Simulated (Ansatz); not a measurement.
# CH₈SiSn: a spread of methods and bases

Aim: run CH₈SiSn under a spread of inputs, and see what each costs and gives.

Method: the settings change from run to run; program: Ansatz 0.2.0, Gaussian basis.

### 1 The relaxed structure

The geometry comes from an earlier relaxation with PBE0-D4 in a triple-zeta def2 set; it is a stationary point, not always the lowest conformer. Sn takes a core potential in def2 sets; no spin-orbit term is included.

SMILES `[SiH3][CH2][SnH3]`, 11 atoms, charge 0, spin multiplicity 1.

Atoms are counted from 1 here; the program's logs count them from 0.

Bond lengths: Si1–C2 1.864 Å, Si1–H4 1.489 Å, Si1–H5 1.489 Å, Si1–H6 1.489 Å, C2–Sn3 2.149 Å, C2–H7 1.093 Å, C2–H8 1.093 Å, Sn3–H9 1.708 Å, Sn3–H10 1.709 Å, Sn3–H11 1.708 Å. Angles: C2–Si1–H4 111.9°, C2–Si1–H5 110.1°, C2–Si1–H6 110.1°, H4–Si1–H5 108.2°, H4–Si1–H6 108.2°, H5–Si1–H6 108.1°, Si1–C2–Sn3 113.9°, Si1–C2–H7 110.2°, Si1–C2–H8 110.2°, Sn3–C2–H7 107.4°, Sn3–C2–H8 107.4°, H7–C2–H8 107.5°, C2–Sn3–H9 109.5°, C2–Sn3–H10 109.5°, C2–Sn3–H11 109.5°, H9–Sn3–H10 109.4°, H9–Sn3–H11 109.5°, H10–Sn3–H11 109.4°.

### 2 B2GP-PLYP/x2c-TZVPPall

Set apart from the defaults: atoms shaken by 0.08 Å.

The input, in.yaml:

```yaml
crystal:
  periodic: [false, false, false]
  atoms:
    - {symbol: Si, position_ang: [-1.037246, 1.199985, -0.400220]}
    - {symbol: C, position_ang: [-0.645459, -0.568581, -0.303193]}
    - {symbol: Sn, position_ang: [1.455053, -0.873881, 0.713723]}
    - {symbol: H, position_ang: [-2.379008, 1.293196, -1.057084]}
    - {symbol: H, position_ang: [-0.109103, 1.894263, -1.320643]}
    - {symbol: H, position_ang: [-1.031000, 1.973583, 0.850102]}
    - {symbol: H, position_ang: [-1.250622, -1.009086, 0.299469]}
    - {symbol: H, position_ang: [-0.589799, -1.151872, -0.945609]}
    - {symbol: H, position_ang: [1.461022, -0.018301, 2.078492]}
    - {symbol: H, position_ang: [1.742196, -2.541035, 0.805391]}
    - {symbol: H, position_ang: [2.460944, -0.321380, -0.329024]}
basis:
  gaussian: {orbitals: x2c-TZVPPall}
hamiltonian: {xc: {name: B2GP-PLYP}}
output: {forces: true}
```

The run is started by

```bash
$ ansatz run in.yaml --threads 4 --pin off --events-out ev --progress --plain --max-ram 10444MiB
```

Standard output (excerpt; [...] marks lines left out):

```text
Functional definition: B2GP-PLYP
  name "B2GP-PLYP"
  cite "Karton, Tarnopolsky, Lamère, Schatz & Martin, J. Phys. Chem. A 112, 12868 (2008) doi:10.1021/jp801805p"
  cite "Becke, Phys. Rev. A 38, 3098 (1988) doi:10.1103/PhysRevA.38.3098"
  cite "Lee, Yang & Parr, Phys. Rev. B 37, 785 (1988) doi:10.1103/PhysRevB.37.785"
[...]
1600 factors; integrals over basis functions are off by at most 9.5e-4 eV
[...]
mean field -177098.24579656 eV, -6508.2404915211 hartree, gradient 5.2e-6 eV, S^2 0.000000; 0 other end points of the search recorded, 0 dependent functions left out
24 core orbitals not correlated: weight in the atoms' cores, before any rotation towards them, 1.000 or more for the frozen orbitals, at most 0.000 for the correlated occupied ones
reference -177098.24593487 eV, -6508.2404966039 hartree; 15, 15 occupied and 206, 206 virtual orbitals, 1600 factors
second order -20.92401537 eV of doubles, -0.00000000 eV of singles
[...]
Total energy: -177105.77858040 eV, -6508.5173162214 hartree
Relativity: scalar
Atom 0 at    -1.037246     1.199985    -0.400220 Å, force    -0.533295     0.540777    -1.565817 eV/Å
Atom 1 at    -0.645459    -0.568581    -0.303193 Å, force     4.422314    10.239939     8.671989 eV/Å
Atom 2 at     1.455053    -0.873881     0.713723 Å, force    -3.231245    -1.402677    -0.349560 eV/Å
Atom 3 at    -2.379008     1.293196    -1.057084 Å, force     0.115361     0.261666     0.307523 eV/Å
Atom 4 at    -0.109103     1.894263    -1.320643 Å, force     0.081219     0.030705     0.085485 eV/Å
Atom 5 at    -1.031000     1.973583     0.850102 Å, force    -0.006911    -0.286726     0.247635 eV/Å
Atom 6 at    -1.250622    -1.009086     0.299469 Å, force    -3.979436    -2.488520     4.508503 eV/Å
Atom 7 at    -0.589799    -1.151872    -0.945609 Å, force     1.176943    -8.563149   -11.598566 eV/Å
Atom 8 at     1.461022    -0.018301     2.078492 Å, force     0.071990     0.560906     1.302747 eV/Å
Atom 9 at     1.742196    -2.541035     0.805391 Å, force    -0.074601    -0.017573     0.269239 eV/Å
Atom 10 at     2.460944    -0.321380    -0.329024 Å, force     1.957661     1.124650    -1.879177 eV/Å
Dipole moment:     0.110815    -0.209079     0.154828 e Å
```

Run time: 16 s. Hardware: 4 threads of Arm Neoverse V1, shared host; peak memory 0.84 GiB.

Largest force 14.465 eV/Å, dipole 1.36 D.

### 3 B3LYP5/def2-TZVPD

Set apart from the defaults: charge -1, multiplicity 2, high accuracy, the search for lower states set to off.

The input, in.yaml:

```yaml
crystal:
  periodic: [false, false, false]
  atoms:
    - {symbol: Si, position_ang: [-1.014319, 1.217144, -0.518498]}
    - {symbol: C, position_ang: [-0.585248, -0.573243, -0.227136]}
    - {symbol: Sn, position_ang: [1.355195, -0.870884, 0.647405]}
    - {symbol: H, position_ang: [-2.365850, 1.374228, -1.124023]}
    - {symbol: H, position_ang: [-0.019260, 1.839949, -1.433706]}
    - {symbol: H, position_ang: [-0.991212, 1.965454, 0.768043]}
    - {symbol: H, position_ang: [-1.318237, -1.034014, 0.440488]}
    - {symbol: H, position_ang: [-0.606207, -1.125397, -1.170530]}
    - {symbol: H, position_ang: [1.422908, -0.088538, 2.163707]}
    - {symbol: H, position_ang: [1.637070, -2.542820, 0.857798]}
    - {symbol: H, position_ang: [2.550661, -0.218879, -0.382949]}
basis:
  gaussian: {orbitals: def2-TZVPD}
total_charge: -1
magnetization: {spin_polarized: true, initial_magnetization: 1}
hamiltonian: {xc: {name: B3LYP5}}
accuracy: high
scf: {lower_state_search: off}
output: {forces: true}
```

The command is unchanged.

Standard output (excerpt; [...] marks lines left out):

```text
Functional definition: B3LYP5
  name "B3LYP5"
  cite "Stephens, Devlin, Chabalowski & Frisch, J. Phys. Chem. 98, 11623 (1994) doi:10.1021/j100096a001"
  cite "Becke, Phys. Rev. A 38, 3098 (1988) doi:10.1103/PhysRevA.38.3098"
  cite "Lee, Yang & Parr, Phys. Rev. B 37, 785 (1988) doi:10.1103/PhysRevB.37.785"
  cite "Vosko, Wilk & Nusair, Can. J. Phys. 58, 1200 (1980) doi:10.1139/p80-159"
[...]
3796 factors; integrals over basis functions are off by at most 3.9e-9 eV
[...]
mean field -14873.52757582 eV, -546.5920567722 hartree, gradient 6.0e-8 eV, S^2 0.750241; 0 other end points of the search recorded, 0 dependent functions left out
[...]
reference -14873.52761506 eV, -546.5920582143 hartree; 26, 25 occupied and 182, 183 virtual orbitals, 3796 factors
Total energy: -14873.52761506 eV, -546.5920582143 hartree
[...]
Atom 2 at     1.355195    -0.870884     0.647405 Å, force     0.209416    -0.156172     0.100911 eV/Å
Atom 3 at    -2.365850     1.374228    -1.124023 Å, force    -0.156115     0.055809    -0.071911 eV/Å
Atom 4 at    -0.019260     1.839949    -1.433706 Å, force    -0.088010     0.044930     0.000231 eV/Å
Atom 5 at    -0.991212     1.965454     0.768043 Å, force    -0.057094     0.040848    -0.069531 eV/Å
Atom 6 at    -1.318237    -1.034014     0.440488 Å, force    -0.003841    -0.032145     0.023679 eV/Å
Atom 7 at    -0.606207    -1.125397    -1.170530 Å, force     0.013454    -0.034411    -0.015617 eV/Å
Atom 8 at     1.422908    -0.088538     2.163707 Å, force    -0.079019     0.184396     0.320579 eV/Å
Atom 9 at     1.637070    -2.542820     0.857798 Å, force    -0.017274    -0.391886     0.012181 eV/Å
Atom 10 at     2.550661    -0.218879    -0.382949 Å, force     0.190540     0.152247    -0.287477 eV/Å
Dipole moment:    -0.708197     0.189065    -0.323462 e Å
Checks for a lower state left out: stability, starts, cluster_reference, orbital_swaps, neighbouring_geometries, increment
```

Run time: 24 s. Hardware: 4 threads of Arm Neoverse V1, shared host; peak memory 1.4 GiB.

Largest force 0.392 eV/Å, ⟨S²⟩ 0.750.

### 4 revPBE0/def2-TZVP

Changes to in.yaml since step 3:

```diff
@@ -15,8 +15,3 @@
 basis:
-  gaussian: {orbitals: def2-TZVPD}
-total_charge: -1
-magnetization: {spin_polarized: true, initial_magnetization: 1}
-hamiltonian: {xc: {name: B3LYP5}}
-accuracy: high
-scf: {lower_state_search: off}
-output: {forces: true}
+  gaussian: {orbitals: def2-TZVP}
+hamiltonian: {xc: {name: revPBE0}}
```

Launched as before.

Standard output:

```text
Functional definition: revPBE0
  name "revPBE0"
  cite "Zhang & Yang, Phys. Rev. Lett. 80, 890 (1998) doi:10.1103/PhysRevLett.80.890"
  cite "Adamo & Barone, J. Chem. Phys. 110, 6158 (1999) doi:10.1063/1.478522"
  cite "Perdew, Burke & Ernzerhof, Phys. Rev. Lett. 77, 3865 (1996) doi:10.1103/PhysRevLett.77.3865"
  parameter a = 0.25
  parameter kappa = 1.245
  parameter beta = 0.06672455060314922
  exchange = (1 - a)*pbe_x(kappa = kappa, mu = beta*pi^2/3) + a*exact_x
  correlation = pbe_c(beta = beta)
1261 factors; their error is unknown
mean field evaluation 1: about -14870.1160 eV, gradient 5.0e1 eV
mean field evaluation 2: about -14864.6879 eV, gradient 6.2e1 eV
mean field evaluation 4: about -14875.8030 eV, gradient 2.0e0 eV
mean field evaluation 8: about -14875.9127 eV, gradient 5.2e-2 eV
mean field -14875.91265862 eV, -546.6797069486 hartree, gradient 1.7e-5 eV, S^2 0.000000; 0 other end points of the search recorded, 0 dependent functions left out
reference -14875.91271169 eV, -546.6797088989 hartree; 25, 25 occupied and 141, 141 virtual orbitals, 1261 factors
Total energy: -14875.91271169 eV, -546.6797088989 hartree
```

It took 1.4 s on 4 threads of Arm Neoverse V1, shared host; peak memory 0.29 GiB.

### 5 RPA/def2-TZVP

Options: relativity set to scalar, high accuracy.

Changes to in.yaml since step 4:

```diff
@@ -16,2 +16,4 @@
   gaussian: {orbitals: def2-TZVP}
-hamiltonian: {xc: {name: revPBE0}}
+hamiltonian: {xc: {name: r2SCAN}, pseudopotentials: {relativity: scalar}}
+correlation: {method: rpa}
+accuracy: high
```

Same command.

Standard output (excerpt; [...] marks lines left out):

```text
Functional definition: r2SCAN
  name "r2SCAN"
  cite "Furness, Kaplan, Ning, Perdew & Sun, J. Phys. Chem. Lett. 11, 8208 (2020) doi:10.1021/acs.jpclett.0c02405"
  cite "Furness, Kaplan, Ning, Perdew & Sun, J. Phys. Chem. Lett. 11, 9248 (2020) doi:10.1021/acs.jpclett.0c03077"
  parent r2scan
[...]
3310 factors; integrals over basis functions are off by at most 3.8e-9 eV
[...]
mean field -14892.41385600 eV, -547.2861147674 hartree, gradient 7.4e-8 eV, S^2 0.000000; 0 other end points of the search recorded, 0 dependent functions left out
10 core orbitals not correlated: weight in the atoms' cores, before any rotation towards them, 1.000 or more for the frozen orbitals, at most 0.000 for the correlated occupied ones
reference -14839.23895186 eV, -545.3319730833 hartree; 15, 15 occupied and 141, 141 virtual orbitals, 3310 factors
Total energy: -14866.45037679 eV, -546.3319745051 hartree
Relativity: scalar
```

It took 19 s on 4 threads of Arm Neoverse V1, shared host; peak memory 1.2 GiB.

### 6 revPBE0/def2-TZVPP

Set apart from the defaults: multiplicity 3, relativity set to scalar.

Changes to in.yaml since step 5:

```diff
@@ -15,5 +15,5 @@
 basis:
-  gaussian: {orbitals: def2-TZVP}
-hamiltonian: {xc: {name: r2SCAN}, pseudopotentials: {relativity: scalar}}
-correlation: {method: rpa}
-accuracy: high
+  gaussian: {orbitals: def2-TZVPP}
+magnetization: {spin_polarized: true, initial_magnetization: 2}
+hamiltonian: {xc: {name: revPBE0}, pseudopotentials: {relativity: scalar}}
+output: {forces: true}
```

Same command.

Standard output (excerpt; [...] marks lines left out):

```text
Functional definition: revPBE0
  name "revPBE0"
  cite "Zhang & Yang, Phys. Rev. Lett. 80, 890 (1998) doi:10.1103/PhysRevLett.80.890"
  cite "Adamo & Barone, J. Chem. Phys. 110, 6158 (1999) doi:10.1063/1.478522"
  cite "Perdew, Burke & Ernzerhof, Phys. Rev. Lett. 77, 3865 (1996) doi:10.1103/PhysRevLett.77.3865"
[...]
1404 factors; their error is unknown
[...]
mean field -14884.77622127 eV, -547.0054368680 hartree, gradient 3.5e-5 eV, S^2 2.006313; 4 other end points of the search recorded, 0 dependent functions left out
[...]
reference -14884.77628328 eV, -547.0054391467 hartree; 26, 24 occupied and 209, 211 virtual orbitals, 1404 factors
Total energy: -14884.77628328 eV, -547.0054391467 hartree
Relativity: scalar
Atom 0 at    -1.014319     1.217144    -0.518498 Å, force     0.601298     1.421317     0.184122 eV/Å
Atom 1 at    -0.585248    -0.573243    -0.227136 Å, force    -5.531746     0.436286    -2.469388 eV/Å
Atom 2 at     1.355195    -0.870884     0.647405 Å, force     4.336328    -0.579235     1.949447 eV/Å
Atom 3 at    -2.365850     1.374228    -1.124023 Å, force    -0.116183    -0.277043    -0.035259 eV/Å
Atom 4 at    -0.019260     1.839949    -1.433706 Å, force    -0.046566    -0.113893    -0.006402 eV/Å
Atom 5 at    -0.991212     1.965454     0.768043 Å, force    -0.040706    -0.114742    -0.018929 eV/Å
Atom 6 at    -1.318237    -1.034014     0.440488 Å, force     0.323630    -0.334336     0.428968 eV/Å
Atom 7 at    -0.606207    -1.125397    -1.170530 Å, force     0.520602    -0.359228    -0.016265 eV/Å
Atom 8 at     1.422908    -0.088538     2.163707 Å, force    -0.062069     0.108626     0.073653 eV/Å
Atom 9 at     1.637070    -2.542820     0.857798 Å, force    -0.001213    -0.286744     0.013985 eV/Å
Atom 10 at     2.550661    -0.218879    -0.382949 Å, force     0.016624     0.098990    -0.103932 eV/Å
Dipole moment:    -0.515707     0.023617    -0.229226 e Å
```

It took 10 s on 4 threads of Arm Neoverse V1, shared host; peak memory 0.8 GiB.

Largest force 6.074 eV/Å, dipole 2.71 D, ⟨S²⟩ 2.006.

### 7 RPBE/def2-mTZVP

Options: multiplicity 3, D3(BJ) dispersion.

Changes to in.yaml since step 6:

```diff
@@ -15,5 +15,4 @@
 basis:
-  gaussian: {orbitals: def2-TZVPP}
+  gaussian: {orbitals: def2-mTZVP}
 magnetization: {spin_polarized: true, initial_magnetization: 2}
-hamiltonian: {xc: {name: revPBE0}, pseudopotentials: {relativity: scalar}}
-output: {forces: true}
+hamiltonian: {xc: {name: RPBE}, dispersion: d3bj}
```

Launched as before.

Standard output (excerpt; [...] marks lines left out):

```text
Functional definition: RPBE
  name "RPBE"
  cite "Hammer, Hansen & Nørskov, Phys. Rev. B 59, 7413 (1999) doi:10.1103/PhysRevB.59.7413"
  cite "Perdew, Burke & Ernzerhof, Phys. Rev. Lett. 77, 3865 (1996) doi:10.1103/PhysRevLett.77.3865"
[...]
1127 factors; their error is unknown
[...]
mean field -14870.79456303 eV, -546.4916204046 hartree, gradient 1.2e-5 eV, S^2 2.003769; 8 other end points of the search recorded, 0 dependent functions left out
reference -14870.79462891 eV, -546.4916228257 hartree; 26, 24 occupied and 75, 77 virtual orbitals, 1127 factors
Total energy: -14872.24136690 eV, -546.5447894662 hartree
```

Run time: 5.5 s. Hardware: 4 threads of Arm Neoverse V1, shared host; peak memory 0.27 GiB.

⟨S²⟩ 2.004.

### 8 B97M-V/ANO-RCC-VTZP

Set apart from the defaults: high accuracy.

Changes to in.yaml since step 7:

```diff
@@ -15,4 +15,4 @@
 basis:
-  gaussian: {orbitals: def2-mTZVP}
-magnetization: {spin_polarized: true, initial_magnetization: 2}
-hamiltonian: {xc: {name: RPBE}, dispersion: d3bj}
+  gaussian: {orbitals: ANO-RCC-VTZP}
+hamiltonian: {xc: {name: B97M-V}}
+accuracy: high
```

The command is unchanged.

Standard output (excerpt; [...] marks lines left out):

```text
Functional definition: B97M-V
  name "B97M-V"
  cite "Mardirossian & Head-Gordon, J. Chem. Phys. 142, 074111 (2015) doi:10.1063/1.4907719"
  cite "Becke, J. Chem. Phys. 107, 8554 (1997) doi:10.1063/1.475007"
  cite "Vydrov & Van Voorhis, J. Chem. Phys. 133, 244103 (2010) doi:10.1063/1.3521275"
  # Of w^i u^j: cxij and so on, Table III.
[...]
  gx(w, u) = cx00 + cx01*u + cx02*u^2 + (cx10 + cx11*u)*w
  gss(w, u) = css00 + css02*u^2 + css10*w + (css32*w^3 + css42*w^4)*u^2
  gos(w, u) = cos00 + cos01*u + cos03*u^3 + cos10*w + cos32*w^3*u^2
[...]
      + integral(e_c_pw_mod_opposite_spin*gos(b97_w_opposite, b97_u_opposite)) + vv10(b, c)
4669 factors; integrals over basis functions are off by at most 5.0e-9 eV
[...]
mean field -177101.43311683 eV, -6508.3576233807 hartree, gradient 6.3e-8 eV, S^2 0.000000; 0 other end points of the search recorded, 0 dependent functions left out
reference -177101.43313268 eV, -6508.3576239631 hartree; 39, 39 occupied and 205, 205 virtual orbitals, 4669 factors
Total energy: -177101.43313268 eV, -6508.3576239631 hartree
Relativity: scalar
```

Wall time 2.3 min (4 threads of Arm Neoverse V1, shared host); peak memory 2.4 GiB.

### 9 PBE0-DH/def2-SVPD

Options: the search for lower states set to off.

Changes to in.yaml since step 8:

```diff
@@ -15,4 +15,5 @@
 basis:
-  gaussian: {orbitals: ANO-RCC-VTZP}
-hamiltonian: {xc: {name: B97M-V}}
-accuracy: high
+  gaussian: {orbitals: def2-SVPD}
+hamiltonian: {xc: {name: PBE0-DH}}
+scf: {lower_state_search: off}
+output: {forces: true}
```

Same command.

Standard output (excerpt; [...] marks lines left out):

```text
Functional definition: PBE0-DH
  name "PBE0-DH"
  cite "Brémond & Adamo, J. Chem. Phys. 135, 024106 (2011) doi:10.1063/1.3604569"
  cite "Perdew, Burke & Ernzerhof, Phys. Rev. Lett. 77, 3865 (1996) doi:10.1103/PhysRevLett.77.3865"
[...]
1492 factors; integrals over basis functions are off by at most 9.7e-4 eV
[...]
mean field -14862.88178089 eV, -546.2008310248 hartree, gradient 5.4e-6 eV, S^2 0.000000; 0 other end points of the search recorded, 0 dependent functions left out
10 core orbitals not correlated: weight in the atoms' cores, before any rotation towards them, 1.000 or more for the frozen orbitals, at most 0.000 for the correlated occupied ones
reference -14862.88180661 eV, -546.2008319696 hartree; 15, 15 occupied and 115, 115 virtual orbitals, 1492 factors
second order -13.59127097 eV of doubles, -0.00000000 eV of singles
[...]
Atom 2 at     1.355195    -0.870884     0.647405 Å, force     0.078414    -0.021844     0.035831 eV/Å
Atom 3 at    -2.365850     1.374228    -1.124023 Å, force    -0.018568     0.001591    -0.008247 eV/Å
Atom 4 at    -0.019260     1.839949    -1.433706 Å, force     0.016993     0.015124    -0.016803 eV/Å
Atom 5 at    -0.991212     1.965454     0.768043 Å, force    -0.000149     0.017302     0.022370 eV/Å
Atom 6 at    -1.318237    -1.034014     0.440488 Å, force    -0.128796    -0.074718     0.092477 eV/Å
Atom 7 at    -0.606207    -1.125397    -1.170530 Å, force    -0.021704    -0.088404    -0.149822 eV/Å
Atom 8 at     1.422908    -0.088538     2.163707 Å, force     0.002242    -0.012408    -0.020057 eV/Å
Atom 9 at     1.637070    -2.542820     0.857798 Å, force    -0.003092     0.027297    -0.002703 eV/Å
Atom 10 at     2.550661    -0.218879    -0.382949 Å, force    -0.013610    -0.010725     0.016200 eV/Å
Dipole moment:    -0.065266    -0.161832    -0.019691 e Å
Checks for a lower state left out: starts, cluster_reference, orbital_swaps, neighbouring_geometries, increment
```

It took 6.5 s on 4 threads of Arm Neoverse V1, shared host; peak memory 0.53 GiB.

Largest force 0.175 eV/Å, dipole 0.84 D.

### 10 The runs in one table

| level | charge | multiplicity | geometry | functions | energy (eV) | time |
| --- | --- | --- | --- | --- | --- | --- |
| B2GP-PLYP/x2c-TZVPPall | 0 | 1 | shaken | 245 | -177105.779 | 16 s |
| B3LYP5/def2-TZVPD | -1 | 2 | relaxed | 208 | -14873.528 | 24 s |
| revPBE0/def2-TZVP | 0 | 1 | relaxed | 166 | -14875.913 | 1.4 s |
| RPA/def2-TZVP | 0 | 1 | relaxed | 166 | -14866.450 | 19 s |
| revPBE0/def2-TZVPP | 0 | 3 | relaxed | 235 | -14884.776 | 10 s |
| RPBE/def2-mTZVP | 0 | 3 | relaxed | 101 | -14872.241 | 5.5 s |
| B97M-V/ANO-RCC-VTZP | 0 | 1 | relaxed | 244 | -177101.433 | 2.3 min |
| PBE0-DH/def2-SVPD | 0 | 1 | relaxed | 140 | -14864.581 | 6.5 s |

### 11 Summary of results

| quantity | value |
| --- | --- |
| runs | 8 |
| quickest | revPBE0/def2-TZVP, 1.4 s |
| slowest | B97M-V/ANO-RCC-VTZP, 2.3 min |
| spread of total energies, same state and geometry | 162236.9 eV |

In words: B97M-V/ANO-RCC-VTZP took 97 times as long as revPBE0/def2-TZVP. The jobs differ in tasks and options as well as level. Total energies at one charge and spin differ by 162237 eV between levels, so only differences within one level mean anything. Some of these runs are scalar-relativistic and others not, which shifts the totals of all-electron atoms past neon by several eV an atom and more; core potentials, where a basis has them, take the core out of the total altogether. At the PBE0-D4/def2-TZVP geometry and in the same state, the sound runs without point charges leave forces up to 0.18 eV/Å (PBE0-DH/def2-SVPD), against 14.5 eV/Å where the atoms were moved.
